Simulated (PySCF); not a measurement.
# GeF: bond curves at several levels of theory

One job finds the state of GeF, follows it along the bond with each method and fits the curves.

Computed with PySCF 2.14.0. Level: Ge def2-TZVPP, F def2-TZVPP, no relativity.

### Step 1. The job

A driver script around PySCF takes these settings:

* atoms: Ge, F
* charge: 0
* basis: Ge def2-TZVPP, F def2-TZVPP
* Hamiltonian: no relativity
* basis functions: 79
* electrons treated: 41
* masses in u: 73.9212, 18.9984
* levels: PBE0, PBE, r²SCAN, PW91, B97-3, LDA, TPSS, ωB97M-V, HF, MP2, SCS-MP2, CCSD, CCSD(T)
* grid: 80 radial by 434 angular points
* occupations: held fixed by the projection of orbital angular momentum
* dissociation limit: Ge + F, each in its ground configuration
* starting distance in angstrom: 1.775
* values of 2S to try: 1, 3

Started as:

```bash
> OMP_NUM_THREADS=1 python dia.py task.json out
```

Further steps of the session: First curve: PBE0; Other states along the same grid; PBE (GGA); r²SCAN (meta-GGA); PW91; B97-3 (global hybrid GGA); LDA; TPSS; ωB97M-V; UHF; Correlated methods on the Hartree–Fock reference.

Q: Predict the outcome of this session. Wanted: for each run, Re; ωe; De; μ.

As calculated:

Lowest PBE0 solution found, without spin–orbit coupling: ²Π (doublet), unpaired electrons π ↑. State 2 has its PBE0 minimum 4.03 eV higher. The other levels ran on the lowest alone.

| level | Re (Å) | ωe (cm⁻¹) | De (eV) | μ (D) |
| --- | --- | --- | --- | --- |
| UHF | 1.732 | 707 | 3.40 | -1.90 |
| UHF-MP2 | 1.754 | 676 | 5.41 | n/a |
| UHF-SCS-MP2 | 1.756 | 672 | 5.25 | n/a |
| UHF-CCSD | 1.747 | 686 | 4.98 | n/a |
| UHF-CCSD(T) | 1.753 | 677 | 5.13 | n/a |
| LDA | 1.750 | 669 | 6.50 | -1.68 |
| PBE | 1.781 | 632 | 5.61 | -1.78 |
| PW91 | 1.779 | 634 | 5.66 | -1.79 |
| TPSS | 1.773 | 645 | 5.45 | -1.72 |
| r²SCAN | 1.755 | 669 | 5.38 | -1.67 |
| PBE0 | 1.756 | 669 | 5.23 | -1.81 |
| B97-3 | 1.766 | 655 | 5.26 | -1.90 |
| ωB97M-V | 1.759 | 668 | 5.35 | -1.91 |

De is counted to Ge + F in their ground configurations. A positive dipole means Ge(−)F(+).

Differences from CCSD(T) in the same basis:

| level | Re (mÅ) | ωe (%) |
| --- | --- | --- |
| UHF | -21 | +4.5 |
| UHF-MP2 | +1 | -0.2 |
| UHF-SCS-MP2 | +3 | -0.8 |
| UHF-CCSD | -5 | +1.3 |
| LDA | -2 | -1.2 |
| PBE | +29 | -6.7 |
| PW91 | +27 | -6.4 |
| TPSS | +20 | -4.7 |
| r²SCAN | +2 | -1.3 |
| PBE0 | +3 | -1.3 |
| B97-3 | +13 | -3.3 |
| ωB97M-V | +7 | -1.3 |

**Reading.** Judged by CCSD(T) in the same basis: best bond length UHF-MP2 (+1 mÅ), worst PBE (+29 mÅ); best wavenumber UHF-MP2 (-0.2 %), worst PBE (-6.7 %). Hartree–Fock falls on the short and stiff side, its usual fault. PBE gives a bond that is too long and too soft, as GGAs tend to. Among the levels with a De in the table, it runs from 3.40 eV (UHF) to 6.50 eV (LDA).

Correlated steps freeze 10 core orbitals. At some levels the lowest empty orbital lies below the highest filled one (the two can be of opposite spin).
